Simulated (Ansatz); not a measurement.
**CH3NSSi: how energies converge with the basis set**

Aim: see how fast density functionals converge with the basis set for CH3NSSi.

Computed with Ansatz 0.2.0, Gaussian basis. Level: one geometry, several basis sets.

Plan: PBE0-D4/def2-SVP; ωB97M-V/def2-SVP; PBE0-D4/def2-QZVPP; ωB97M-V/def2-QZVPP; the functionals' def2-TZVPP values are taken from earlier runs.

## (1) Structure used throughout

An earlier PBE0-D4 in a triple-zeta def2 set relaxation fixed the geometry.

SMILES `N=C1[SiH2]S1`, 7 atoms, charge 0, spin multiplicity 1.

Atoms are counted from 1 here; the program's logs count them from 0.

Bond lengths: N1–C2 1.250 Å, N1–H5 1.021 Å, C2–Si3 1.820 Å, C2–S4 1.826 Å, Si3–S4 2.125 Å, Si3–H6 1.479 Å, Si3–H7 1.479 Å. Angles: C2–N1–H5 113.5°, N1–C2–Si3 152.1°, N1–C2–S4 136.6°, Si3–C2–S4 71.3°, C2–Si3–S4 54.5°, C2–Si3–H6 120.4°, C2–Si3–H7 120.4°, S4–Si3–H6 118.0°, S4–Si3–H7 118.0°, H6–Si3–H7 113.2°, C2–S4–Si3 54.2°.

## (2) PBE0-D4 in def2-SVP

Contents of in.yaml:

```yaml
crystal:
  periodic: [false, false, false]
  atoms:
    - {symbol: N, position_ang: [-1.546987, 0.664943, -0.806510]}
    - {symbol: C, position_ang: [-0.585543, 0.080634, -0.262909]}
    - {symbol: Si, position_ang: [1.108522, 0.045324, 0.402626]}
    - {symbol: S, position_ang: [-0.237649, -1.598010, 0.365084]}
    - {symbol: H, position_ang: [-2.361060, 0.065266, -0.945087]}
    - {symbol: H, position_ang: [2.271598, 0.010310, -0.510363]}
    - {symbol: H, position_ang: [1.412320, 0.663532, 1.711459]}
basis:
  gaussian: {orbitals: def2-SVP}
hamiltonian: {xc: pbe0, dispersion: d4}
output: {orbitals: {seedname: orbitals}}
```

Command:

```bash
ansatz run in.yaml --threads 2 --pin off --events-out ev --progress --plain --max-ram 4352MiB
```

After this run come: ωB97M-V in def2-SVP; PBE0-D4 in def2-QZVPP; ωB97M-V in def2-QZVPP.

Before running them: what should the planned runs give, taken together? Wanted: PBE0-D4: double and triple zeta above quadruple; ωB97M-V: double and triple zeta above quadruple.

The runs gave:

```
                                       quantity           value
PBE0-D4: double and triple zeta above quadruple  10.28, 0.73 eV
ωB97M-V: double and triple zeta above quadruple  10.31, 0.68 eV
```

For PBE0-D4 the step from double to triple zeta gains 9.55 eV and the next only 0.73 eV. These are total energies; as a rule much of such shifts cancels in differences, which this series doesn't test. The LUMO of ωB97M-V is positive and keeps falling with the basis (1.37 to 0.62 eV): an unbound level that the basis holds in place.
